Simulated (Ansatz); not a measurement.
# Li2Nb (P6/mmm) in Ansatz: further runs

The runs below take Li2Nb through single point, with PBE.

Program: Ansatz 0.2.0. These are calculated values, not measurements. Logs are shortened: lines on timing, memory, paths and dates and some standing lists are left out, and cuts for length are marked.

## 1. The structure

The structure is hexagonal, space group P6/mmm (No. 191). The conventional cell has a = 2.781 Å, b = 2.781 Å, c = 5.589 Å, α = 90.00°, β = 90.00°, γ = 120.00°. Li (site symmetry 6mm) has 1 Li at 1.79 Å and 1 Nb at 1.90 Å as nearest neighbours. Nb (site symmetry 6/mmm) has 2 Li at 1.90 Å as nearest neighbours.

The cell was built by a generator and needn't be a form met in nature.

## 2. Single point, PBE, 11.73 Å³/atom (volume scaled by 0.94)

input.yaml

```yaml
crystal:
  lattice:
    - [2.7241593785, 0.0, 0.0]
    - [-1.3620796893, 2.3591912204, 0.0]
    - [0.0, 0.0, 5.4744544279]
  atoms:
    - { symbol: Li, position: [0.0, 0.0, 0.16057603] }
    - { symbol: Li, position: [0.0, 0.0, 0.83942397] }
    - { symbol: Nb, position: [0.0, 0.0, 0.5] }
kpoints:
  mp_grid: { grid: [11, 11, 5] }
scf:
  occupations: { method: fermi_dirac, width: 0.05 }
hamiltonian:
  xc: pbe
  pseudopotentials: { kind: all_electron, lapw: { basis_error: 0.001 } }
output:
  forces: true
  stress: true
  eigenvalues: true
```

Potentials or basis: all-electron LAPW, scalar-relativistic.

Run with:

```
> ansatz run input.yaml --threads 2 --pin off --max-ram 6144MiB --backend cpu --events-out ev --progress --plain --runs-dir out
```

Standard output:

```text
Warning: RAYON_NUM_THREADS=2 ignored (pool sized by the plan → 2); use --threads N
LAPW: plane waves up to 10.078 Å⁻¹, error target 1.0e-3 eV per atom; small_component_spin mean_spin; Li in spheres of 0.781 Å, 3 of its electrons in bands, Dirac shells []; Nb in spheres of 1.078 Å, 31 of its electrons in bands, Dirac shells [] (how accurate: hamiltonian.pseudopotentials.lapw.basis_error, Limitations)
Engine: ansatz 0.2.0, aarch64-unknown-linux-gnu
Pseudopotentials: kind: all_electron
Pseudopotential: Li, LAPW, valence charge 3, lapw/all_electron/scalar/gaussian/Li, Koelling and Harmon's equation, gaussian nucleus
Pseudopotential: Nb, LAPW, valence charge 31, lapw/all_electron/scalar/gaussian/Nb, Koelling and Harmon's equation, gaussian nucleus
Functional definition: PBE
  parameter kappa = 0.804
  parameter beta = 0.06672455060314922
  exchange = pbe_x(kappa = kappa, mu = beta*pi^2/3)
  correlation = pbe_c(beta = beta)
Crystal: 3 atoms, lattice volume = 35.183 Å³
Basis set: ecut = 386.99503700947224 eV, 623 PW (Γ), exchange–correlation at level 2
Bands: 23, of which v1, the nominal top of the filled ones, is band 19 counted from 1 (18 counted from 0)
Symmetry: 24 space group operations
Space group: P6/mmm (ITA 191), of the structure as read, at distance tolerance 3.3e-5 Å
k-points: 48 of 605
Non-local potential: Li, projectors of the file, none
Non-local potential: Nb, projectors of the file, none
Initial density: superposition of atomic densities (chi_scale 0.1, normalization cell, long waves kept (reshape's long-wave potential 0.02 eV rms))
Initial wavefunctions: plane waves of lowest kinetic energy (no species holds an atomic orbital)
Functional: x = pbe(κ = 0.804, μ = 0.2195149727645171), c = pbe(β = 0.06672455060314922)
iter 1 solved again at ethr=2.63e-3 eV; its pass at ethr=1.00e-1 eV (dr2=9.72e-1 eV) is discarded
SCF iter   1: F=—  HF=-104349.610827 eV  |F-HF|=—  |Δ(HF+E_count)|=         —  Δρ=4.74e-2  dr2=9.73e-1  ethr=2.63e-3  ⟨swp⟩=2.0  Hψ=7336  notcnv=0
preconditioner: auto → Kerker (q_TF=auto, 2.751 Å⁻¹)  [metal: Δε(μ)=0.064 eV  Ē_g=5.470 eV  σ=0.050 eV  W_gap=0.31  n_scr=10 (ndim 8)  ℏωp=16.6 eV  f_vac=0.000  D(μ)=1.37/eV (n_scr^D=4)]
SCF iter   2: F=—  HF=-104349.290091 eV  |F-HF|=—  |Δ(HF+E_count)|=   3.21e-1  Δρ=2.31e-2  dr2=2.50e-1  ethr=2.63e-3  ⟨swp⟩=2.4  Hψ=3189  notcnv=0
SCF iter   3: F=—  HF=-104349.246516 eV  |F-HF|=—  |Δ(HF+E_count)|=   4.36e-2  Δρ=1.33e-2  dr2=9.31e-2  ethr=6.75e-4  ⟨swp⟩=2.0  Hψ=3167  notcnv=0
iter 4 solved again at ethr=8.56e-6 eV; its pass at ethr=2.52e-4 eV (dr2=3.17e-3 eV) is discarded
SCF iter   4: F=—  HF=-104349.228871 eV  |F-HF|=—  |Δ(HF+E_count)|=         —  Δρ=2.10e-3  dr2=3.17e-3  ethr=8.56e-6  ⟨swp⟩=2.0  Hψ=5424  notcnv=0
the basis was enlarged: its passes take 172.0 KiB over the memory plan, 2 of 2 planned eigensolver slots
SCF iter   5: F=—  HF=-104349.227959 eV  |F-HF|=—  |Δ(HF+E_count)|=   9.12e-4  Δρ=7.42e-4  dr2=2.44e-4  ethr=8.56e-6  ⟨swp⟩=2.0  Hψ=2987  notcnv=0
SCF iter   6: F=—  HF=-104349.227922 eV  |F-HF|=—  |Δ(HF+E_count)|=   3.66e-5  Δρ=2.20e-4  dr2=2.12e-5  ethr=6.58e-7  ⟨swp⟩=2.1  Hψ=2988  notcnv=0
SCF iter   7: F=—  HF=-104349.227923 eV  |F-HF|=—  |Δ(HF+E_count)|=   6.38e-7  Δρ=4.94e-5  dr2=7.91e-7  ethr=5.73e-8  ⟨swp⟩=2.5  Hψ=3017  notcnv=0
SCF iter   8: F=—  HF=-104349.227923 eV  |F-HF|=—  |Δ(HF+E_count)|=   1.57e-7  Δρ=1.47e-5  dr2=1.47e-7  ethr=2.14e-9  ⟨swp⟩=2.2  Hψ=2993  notcnv=0
SCF iter   9: F=-104349.227923 eV  HF=-104349.227923 eV  |F-HF|=3.48e-9  |Δ(HF+E_count)|=   1.49e-8  Δρ=2.30e-6  dr2=4.35e-9  ethr=3.97e-10  ⟨swp⟩=2.6  Hψ=3014  notcnv=0
SCF 1 converged in 9 iterations: F = -104349.227923 eV  dr2 = 4.35e-9
SCF converged after 9 iterations
Free energy (F): -104349.227923 eV
Harris-Foulkes:  -104349.227923 eV  (|F-HF|=3.48e-9)
Internal energy: -104349.212719 eV  (E = F + TS)
E sigma→0 (E₀):  -104349.220321 eV
Entropy (-TS):   -0.015204 eV (-5.068 meV/atom)
Fermi energy:    13.056392 eV
--- Per-component energies (eV) ---
  E_band       = -4867.805488
  E_kinetic    = 107968.195853
  E_xc         = -3348.576612
  E_electrostatic = -208968.831960  (all electrons and nuclei)
  E_smearing   = -0.015204  (= −TS)
  E_closure    = 0.000000  (closes the sum)
  E_atoms      = -104341.117382  (free atoms, spherical and without spin; not in F)
  Σ components = -104349.227923   (vs F -104349.227923, Δ=0.00e0)
  Basis errors (estimates in eV, not in F): energy 4.6e-4 per atom: plane waves 4.2e-4 (2.5e-4 summed), levels above the bands 1.0e-53, relativity 2.1e-8, radial functions 4.2e-5, core shells 7.2e-11; eigenvalues (radial functions only) 2.6e-6; not estimated: angular momenta, meshes, grids; target (lapw.basis_error) 1.0e-3; muffin-tin radii Li 0.781 Å, Nb 1.078 Å
--- Forces (eV/Å), atoms counted from 1 ---
  atom   1  Li     0.00000000     0.00000000    -3.84171817
  atom   2  Li     0.00000000     0.00000000     3.84171817
  atom   3  Nb     0.00000000    -0.00000000     0.00000000
  max |Σ_I F_I| component: 4.44e-16 eV/Å
--- Stress (GPa, compression-positive) ---
        7.083723       0.000000       0.000000
        0.000000       7.083723       0.000000
        0.000000       0.000000     114.460426
  P = ⅓ Tr σ = 42.8760 GPa (428.760 kbar)
--- Band table (eV; the first three rows and the last of 48) ---
  k-point 0: bands = ["-421.7372", "-329.6738", "-329.5937", "-329.5937", "-179.2212", "-179.2138", "-179.2138", "-179.1490", "-179.1490", "-41.9547", "-34.8816", "-34.5937", "-18.5099", "-16.7328", "-16.7328", "7.5088", "10.2634", "12.3289", "13.0021", "13.4578", "13.4578", "16.0461", "16.0461"]
  k-point 1: bands = ["-421.7372", "-329.6738", "-329.5937", "-329.5937", "-179.2212", "-179.2138", "-179.2138", "-179.1490", "-179.1490", "-41.9542", "-34.9267", "-34.5475", "-18.5140", "-16.7328", "-16.7328", "7.6397", "10.0753", "11.4440", "13.4585", "13.4585", "14.3441", "16.0309", "16.0309"]
  k-point 2: bands = ["-421.7372", "-329.6738", "-329.5937", "-329.5937", "-179.2212", "-179.2138", "-179.2138", "-179.1490", "-179.1490", "-41.9534", "-34.9824", "-34.4899", "-18.5205", "-16.7328", "-16.7328", "7.9354", "9.5446", "11.0657", "13.4595", "13.4595", "15.7746", "16.0065", "16.0065"]
  k-point 47: bands = ["-421.7372", "-329.6738", "-329.5937", "-329.5937", "-179.2212", "-179.2138", "-179.2138", "-179.1490", "-179.1490", "-41.5561", "-34.9246", "-34.4474", "-18.3158", "-18.1603", "-17.9340", "9.7181", "10.9858", "11.7741", "12.9278", "14.0099", "16.0346", "17.0592", "18.8437"]
```

Run time: 6.9 s. Hardware: 2 threads of Arm Neoverse V2, shared host; peak memory 0.36 GiB.

Results:

```yaml
Free_energy: -104349.2279 eV
Pressure: 42.9 GPa
Largest_force: 3.842 eV/Å
Band_gap_on_the_k_mesh: none (metal or under the smearing width)
```

Caveat: forces of over 1 eV/Å show positions far from the minimum, so gaps and moduli don't describe the material at rest.

## 3. Single point, PBE, 11.98 Å³/atom (volume scaled by 0.96)

input.yaml: that of step 2 with these lines changed.

```diff
@@ -2,5 +2,5 @@
   lattice:
-    - [2.7241593785, 0.0, 0.0]
-    - [-1.3620796893, 2.3591912204, 0.0]
-    - [0.0, 0.0, 5.4744544279]
+    - [2.7433442316, 0.0, 0.0]
+    - [-1.3716721158, 2.3758057905, 0.0]
+    - [0.0, 0.0, 5.5130081941]
   atoms:
```

Potentials or basis: all-electron LAPW, scalar-relativistic.

Run with:

```
> ansatz run input.yaml --threads 2 --pin off --max-ram 6144MiB --backend cpu --events-out ev --progress --plain --runs-dir out
```

Run time: 7 s. Hardware: 2 threads of Arm Neoverse V2, shared host; peak memory 0.35 GiB.

The run converged. Its results:

* Free energy: -104349.4200 eV
* Pressure: 39.4 GPa
* Largest force: 3.688 eV/Å
* Band gap on the k mesh: none (metal or under the smearing width)

Caveat: forces of over 1 eV/Å show positions far from the minimum, so gaps and moduli don't describe the material at rest.

## 4. Single point, PBE, 12.23 Å³/atom (volume scaled by 0.98)

input.yaml: that of step 3 with these lines changed.

```diff
@@ -2,5 +2,5 @@
   lattice:
-    - [2.7433442316, 0.0, 0.0]
-    - [-1.3716721158, 2.3758057905, 0.0]
-    - [0.0, 0.0, 5.5130081941]
+    - [2.7622644449, 0.0, 0.0]
+    - [-1.3811322224, 2.3921911758, 0.0]
+    - [0.0, 0.0, 5.5510301418]
   atoms:
```

Run with:

```
> ansatz run input.yaml --threads 2 --pin off --max-ram 6144MiB --backend cpu --events-out ev --progress --plain --runs-dir out
```

It took 7 s on 2 threads of Arm Neoverse V2, shared host; peak memory 0.35 GiB.

The run converged. Its results:

| Quantity | Value |
| --- | --- |
| Free energy | -104349.5964 eV |
| Pressure | 36.2 GPa |
| Largest force | 3.543 eV/Å |
| Band gap on the k mesh | none (metal or under the smearing width) |

Caveat: forces of over 1 eV/Å show positions far from the minimum, so gaps and moduli don't describe the material at rest.

## 5. Single point, PBE, 12.48 Å³/atom

input.yaml: that of step 4 with these lines changed.

```diff
@@ -2,5 +2,5 @@
   lattice:
-    - [2.7622644449, 0.0, 0.0]
-    - [-1.3811322224, 2.3921911758, 0.0]
-    - [0.0, 0.0, 5.5510301418]
+    - [2.78092896, 0.0, 0.0]
+    - [-1.39046448, 2.40835512, 0.0]
+    - [0.0, 0.0, 5.58853824]
   atoms:
```

Run with:

```
> ansatz run input.yaml --threads 2 --pin off --max-ram 6144MiB --backend cpu --events-out ev --progress --plain --runs-dir out
```

Run time: 7 s. Hardware: 2 threads of Arm Neoverse V2, shared host; peak memory 0.35 GiB.

The run converged. Its results:

```
Free energy            : -104349.7582 eV
Pressure               : 33.2 GPa
Largest force          : 3.405 eV/Å
Band gap on the k mesh : none (metal or under the smearing width)
```

Caveat: forces of over 1 eV/Å show positions far from the minimum, so gaps and moduli don't describe the material at rest.

## 6. Single point, PBE, 12.73 Å³/atom (volume scaled by 1.02)

input.yaml: that of step 5 with these lines changed.

```diff
@@ -2,5 +2,5 @@
   lattice:
-    - [2.78092896, 0.0, 0.0]
-    - [-1.39046448, 2.40835512, 0.0]
-    - [0.0, 0.0, 5.58853824]
+    - [2.7993462448, 0.0, 0.0]
+    - [-1.3996731224, 2.4243049565, 0.0]
+    - [0.0, 0.0, 5.6255495056]
   atoms:
```

Potentials or basis: all-electron LAPW, scalar-relativistic.

Run with:

```
> ansatz run input.yaml --threads 2 --pin off --max-ram 6144MiB --backend cpu --events-out ev --progress --plain --runs-dir out
```

It took 7 s on 2 threads of Arm Neoverse V2, shared host; peak memory 0.35 GiB.

The run converged. Its results:

```yaml
Free_energy: -104349.9065 eV
Pressure: 30.4 GPa
Largest_force: 3.274 eV/Å
Band_gap_on_the_k_mesh: none (metal or under the smearing width)
```

Caveat: forces of over 1 eV/Å show positions far from the minimum, so gaps and moduli don't describe the material at rest.

## 7. Single point, PBE, 12.98 Å³/atom (volume scaled by 1.04)

input.yaml: that of step 6 with these lines changed.

```diff
@@ -2,5 +2,5 @@
   lattice:
-    - [2.7993462448, 0.0, 0.0]
-    - [-1.3996731224, 2.4243049565, 0.0]
-    - [0.0, 0.0, 5.6255495056]
+    - [2.8175243272, 0.0, 0.0]
+    - [-1.4087621636, 2.4400476376, 0.0]
+    - [0.0, 0.0, 5.6620800715]
   atoms:
```

Run with:

```
> ansatz run input.yaml --threads 2 --pin off --max-ram 6144MiB --backend cpu --events-out ev --progress --plain --runs-dir out
```

Wall time 7 s (2 threads of Arm Neoverse V2, shared host); peak memory 0.36 GiB.

The run converged. Its results:

```
Free energy            : -104350.0422 eV
Pressure               : 27.8 GPa
Largest force          : 3.147 eV/Å
Band gap on the k mesh : none (metal or under the smearing width)
```

Caveat: forces of over 1 eV/Å show positions far from the minimum, so gaps and moduli don't describe the material at rest.

## 8. Single point, PBE, 13.22 Å³/atom (volume scaled by 1.06)

input.yaml: that of step 7 with these lines changed.

```diff
@@ -2,5 +2,5 @@
   lattice:
-    - [2.8175243272, 0.0, 0.0]
-    - [-1.4087621636, 2.4400476376, 0.0]
-    - [0.0, 0.0, 5.6620800715]
+    - [2.8354708259, 0.0, 0.0]
+    - [-1.4177354129, 2.4555897613, 0.0]
+    - [0.0, 0.0, 5.6981452481]
   atoms:
```

Run with:

```
> ansatz run input.yaml --threads 2 --pin off --max-ram 6144MiB --backend cpu --events-out ev --progress --plain --runs-dir out
```

Run time: 7.2 s. Hardware: 2 threads of Arm Neoverse V2, shared host; peak memory 0.36 GiB.

Results (log left out):

- Free energy: -104350.1663 eV
- Pressure: 25.4 GPa
- Largest force: 3.026 eV/Å
- Band gap on the k mesh: none (metal or under the smearing width)

Caveat: forces of over 1 eV/Å show positions far from the minimum, so gaps and moduli don't describe the material at rest.
